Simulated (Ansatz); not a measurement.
Predict the output of the script below (Ansatz 0.2.0 through its Python package).

`cin.py`
```python
# -*- coding: utf-8 -*-
'''Vertical and adiabatic ionisation of CIn.'''

import itertools
import warnings

import ansatz as az
from ase.data import atomic_numbers, covalent_radii
import numpy as np


def main():
    warnings.simplefilter('ignore', az.DeckWarning)

    system = (
        az.Crystal.molecule()
        .atom('In', (0.0, 0.0, 0.0))
        .atom('C', (0.0, 0.0, 2.1))
    )

    base = (
        system.calculation()
        .basis(gaussian='def2-SVP')
        .functional('pbe0', dispersion='d3bj')
        .spin('collinear', total=3)
    )
    symbols = [site.symbol for site in system.cartesian_sites]
    start = np.array([site.position_ang for site in system.cartesian_sites], dtype=float)
    data = base.relax(force_tolerance=0.01).run(threads=1).report
    end = np.array(data['positions_ang'])

    minimum = az.Crystal.molecule()
    for symbol, place in zip(symbols, end):
        minimum = minimum.atom(symbol, place.tolist())
    ion = (
        minimum.calculation()
        .basis(gaussian='def2-SVP')
        .functional('pbe0', dispersion='d3bj')
        .charge(1)
        .spin('collinear', total=2)
    )
    vertical = ion.run(threads=1).report
    settled = ion.relax(force_tolerance=0.01, max_steps=80).run(threads=1).report
    print(f'vertical ionisation energy   {vertical["free_energy_ev"] - data["free_energy_ev"]:.3f} eV')
    print(f'adiabatic, no zero point     {settled["free_energy_ev"] - data["free_energy_ev"]:.3f} eV')
    print(f'relaxation energy of the ion {vertical["free_energy_ev"] - settled["free_energy_ev"]:.3f} eV')
    ionised = np.array(settled['positions_ang'])
    # pairs closer than 1.2 times the sum of covalent radii, before or after
    radius = [covalent_radii[atomic_numbers[s]] for s in symbols]
    span = lambda where, i, j: np.linalg.norm(where[i] - where[j])
    bonded = [(i, j) for i, j in itertools.combinations(range(len(symbols)), 2) if min(span(end, i, j), span(ionised, i, j)) < 1.2 * (radius[i] + radius[j])]
    print('pair        before    after (A)')
    for i, j in bonded:
        print(f'{symbols[i]}{i}-{symbols[j]}{j}'.ljust(10), f'{span(end, i, j):8.4f} {span(ionised, i, j):8.4f}')


if __name__ == '__main__':
    main()
```

`python cin.py` gives:
```text
vertical ionisation energy   8.331 eV
adiabatic, no zero point     8.311 eV
relaxation energy of the ion 0.020 eV
pair        before    after (A)
In0-C1       2.2187   2.3217
```

What to keep in mind:
- The settings weren't tested for convergence.
- The energies are electronic: no zero-point or thermal terms, and the basis set is short of its limit. The product may relax into another structure. The relaxation finds the nearest minimum, so the adiabatic value is an upper bound.
- def2 sets replace the cores of elements past krypton by effective core potentials.
- The species is open-shell (spin multiplicity 4).
- Only the spin states typed were run; another state of an ion can lie lower, by up to an eV or two.
- The spin state was assumed, and another may lie lower.
- Wall time of the script: 18 s on 1 thread of Arm Neoverse V1 (shared host), peak memory 0.18 GiB.
